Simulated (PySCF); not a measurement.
# C2H6B2O: geometry, coupled-cluster ionisations

Computed with PySCF 2.14.0, with density-fitted response routines of our own, on a single molecule in the gas phase. Atoms are numbered from 0 throughout.

### 1 Starting geometry

11 atoms, charge 0, multiplicity 1; geometry from: GFN2-xTB. The atoms were then displaced at random by about 0.01 Å, so the start is not that level's minimum.

Bonds of the start (Å): B0–O1 1.31, O1–B2 1.32, B2–C3 1.53, C3–C4 1.37, B0–H5 1.19, B0–H6 1.17, B2–H7 1.17, C3–H8 1.07, C4–H9 1.07, C4–H10 1.09.

### 2 Geometry optimisation at PBE0-D3(BJ)/def2-SVP

The job: settings as JSON, then the geometry in Å.

```
{"job": {"xc": "PBE0", "basis": "def2-SVP", "d3": "d3bj", "grid": 1, "shake": 0.01, "kind": "geom"}, "charge": 0, "multiplicity": 1}
B      2.544290     0.364840    -0.067640
O      1.320090    -0.094480     0.013790
B      0.085990    -0.546310     0.074270
C     -1.030030     0.235430    -0.624530
C     -2.337460    -0.158340    -0.620010
H      2.906940     1.152350     0.745910
H      3.229870     0.060100    -0.967500
H     -0.087950    -1.537410     0.671960
H     -0.818950     1.150810    -1.136050
H     -3.122590     0.398660    -1.093210
H     -2.652090    -1.051490    -0.088010
```

On the command line:

```sh
OMP_NUM_THREADS=1 python probes_run.py task.json out
```

One launch serves the whole session: the jobs run in the order shown.

**Question.** How long does this first job take on 1 thread of Arm Neoverse V1, shared host, and how much memory does it need?

About 19 s, with a peak of 0.4 GiB.
